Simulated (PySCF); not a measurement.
# GeI: from the state search to spectroscopic constants

Aim: find the lowest electronic state of GeI, scan its bond at several levels of theory, and get bond length, wavenumber and dissociation energy from each curve.

Computed with PySCF 2.14.0. Level: Ge def2-TZVPP, I def2-TZVPP with ECP28, scalar-relativistic core potentials.

## 1. Input

A driver script around PySCF takes these settings:

* atoms: Ge, I
* charge: 0
* basis: Ge def2-TZVPP, I def2-TZVPP with ECP28
* Hamiltonian: scalar-relativistic core potentials
* basis functions: 98
* electrons treated: 57
* masses in u: 73.9212, 126.9045
* levels: PBE0, PBE, r²SCAN, M06-L, r²SCANh, B2PLYP, PBEsol, ωB97M-V, HF, MP2, SCS-MP2, CCSD, CCSD(T)
* grid: 80 radial by 434 angular points
* occupations: held fixed by the projection of orbital angular momentum
* dissociation limit: Ge + I, each in its ground configuration
* starting distance in angstrom: 2.470
* values of 2S to try: 1, 3

Started as:

```bash
> OMP_NUM_THREADS=2 python dia.py task.json out
```

The runs that follow: The PBE0 curve of the state that the search chose; Excited determinants; PBE (GGA); r²SCAN; M06-L; r²SCANh; B2PLYP (double hybrid); PBEsol; ωB97M-V (range-separated hybrid); UHF (mean field); MP2 and coupled cluster.

Q: Predict the outcome of this session. Wanted: for each run, Re; ωe; De; μ.

The runs gave:

Lowest PBE0 solution found, without spin–orbit coupling: ²Π (doublet), unpaired electrons π ↑. State 2 has its PBE0 minimum 2.77 eV higher. The other levels ran on the lowest alone.

```csv
level,Re (Å),ωe (cm⁻¹),De (eV),μ (D)
UHF,2.566,233.9,1.86,-1.98
UHF-MP2,2.506,252.4,3.11,n/a
UHF-SCS-MP2,2.521,246.8,2.97,n/a
UHF-CCSD,2.523,246.9,2.81,n/a
UHF-CCSD(T),2.524,246.1,2.98,n/a
PBE,2.546,235.2,3.36,-1.10
PBEsol,2.520,243.4,3.60,-0.96
r²SCAN,2.525,243.3,3.26,-1.03
M06-L,2.538,237.0,3.32,-0.76
r²SCANh,2.520,245.5,3.20,-1.10
PBE0,2.526,243.9,3.19,-1.25
ωB97M-V,2.523,245.5,3.04,-1.52
B2PLYP,2.537,239.8,3.10,-1.58
```

De is counted to Ge + I in their ground configurations. A positive dipole means Ge(−)I(+).

Differences from CCSD(T) in the same basis:

```csv
level,Re (mÅ),ωe (%)
UHF,+42,-5.0
UHF-MP2,-18,+2.6
UHF-SCS-MP2,-3,+0.3
UHF-CCSD,-1,+0.3
PBE,+22,-4.4
PBEsol,-4,-1.1
r²SCAN,+1,-1.1
M06-L,+14,-3.7
r²SCANh,-4,-0.3
PBE0,+2,-0.9
ωB97M-V,-1,-0.2
B2PLYP,+13,-2.6
```

**Reading.** Against CCSD(T) in the same basis, the bond length is nearest at UHF-CCSD and r²SCAN and ωB97M-V (1 mÅ off) and farthest at UHF (+42 mÅ); the wavenumber is nearest at ωB97M-V (-0.2 %) and farthest at UHF (-5.0 %). Among the levels with a De in the table, it runs from 1.86 eV (UHF) to 3.60 eV (PBEsol).

Correlated steps freeze 13 core orbitals. These are scalar-relativistic numbers at best; spin–orbit coupling would shift them, the dissociation energy most. B2PLYP dipoles, levels and charges come from its SCF part alone. With spin–orbit coupling the term label itself may not hold.
